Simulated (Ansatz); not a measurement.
**CaHN: how the settings move a single-point run**

How sensitive is a single-point run of CaHN to its settings? A reference run comes first, then one run with altered input.

Computed with Ansatz 0.2.0 (reference: DFT, r2SCAN, all-electron PAW with datasets made for the crystal, scalar-relativistic, unless a step's input says otherwise).

**1. Starting point**

The structure is tetragonal, space group I4mm (No. 107). Conventional cell: a = 3.528 Å, b = 3.528 Å, c = 5.678 Å, α = 90.00°, β = 90.00°, γ = 90.00°. Ca (site symmetry 4mm) is surrounded by 5 N at 2.31 to 2.55 Å and 5 H at 2.34 to 2.54 Å. Around H (site symmetry 4mm) lie 1 N at 1.03 Å. Around N (site symmetry 4mm) lie 1 H at 1.03 Å.

As a file:

```cif
data_structure
_symmetry_space_group_name_H-M 'P 1'
_symmetry_Int_Tables_number 1
_cell_length_a 3.7794
_cell_length_b 3.7794
_cell_length_c 3.7794
_cell_angle_alpha 124.353
_cell_angle_beta 124.353
_cell_angle_gamma 82.613
_cell_volume 35.34
loop_
_atom_site_label
_atom_site_type_symbol
_atom_site_fract_x
_atom_site_fract_y
_atom_site_fract_z
_atom_site_occupancy
Ca1 Ca 0.05172 0.05172 0.00000 1
H1 H 0.63994 0.63994 0.00000 1
N1 N 0.45835 0.45835 0.00000 1
```

**2. The reference run**

Contents of input.yaml:

```yaml
crystal:
  lattice:
    - [-1.7640407162, 1.7640407162, 2.8390341091]
    - [1.7640407162, -1.7640407162, 2.8390341091]
    - [1.7640407162, 1.7640407162, -2.8390341091]
  atoms:
    - { symbol: Ca, position: [0.05171591, 0.05171591, 0.0] }
    - { symbol: H, position: [0.63993544, 0.63993544, 0.0] }
    - { symbol: "N", position: [0.45834965, 0.45834965, 0.0] }
kpoints:
  mp_grid: { grid: [9, 9, 9] }
scf:
  occupations: { method: fermi_dirac, width: 0.03 }
hamiltonian:
  xc: r2scan
  pseudopotentials: { kind: all_electron, datasets: crystal }
output:
  forces: true
  stress: true
  eigenvalues: true
  efg: { contact_densities: true }
```

Command:

```sh
$ ansatz run input.yaml --threads 1 --pin off --max-ram 3072MiB --backend cpu --events-out ev --progress --plain --runs-dir out
```

**3. Variant: mp_grid.grid [14, 14, 14]**

Changes to input.yaml since step 2:

```diff
@@ -10,3 +10,3 @@
 kpoints:
-  mp_grid: { grid: [9, 9, 9] }
+  mp_grid: { grid: [14, 14, 14] }
 scf:
```

Q: Predict the outcome of this session. Wanted: for each run, ending; energy change; pressure; gap; force.

The runs gave:

```csv
run,ending,energy change,pressure (GPa),gap (eV),force (eV/Å),cycles,time
reference,converged,0,-0.7,2.71,0.10,9,92 s
"1: mp_grid.grid [14, 14, 14]",converged,0.0 meV/atom,-0.7,2.71,0.10,9,4.8 min
```

Residual by cycle in the longest SCF loop of each run; runs are numbered as in the table. The quantity is the density residual dr2, in eV.

```csv
cycle,reference,run 1
1,9.08,9.08
2,3,3.01
3,0.152,0.153
4,0.032,0.0326
5,0.00372,0.0038
6,3.4e-4,3.3e-4
7,2.3e-6,2.5e-6
8,3.9e-7,4.0e-7
9,2.6e-8,2.7e-8
```

Changing the k-point mesh leaves the energy as it was (0.0 meV/atom). Cost: 4.8 min against 92 s.

These are semilocal Kohn-Sham gaps, which aren't the measured quantity. Such gaps usually fall short of the measured ones.
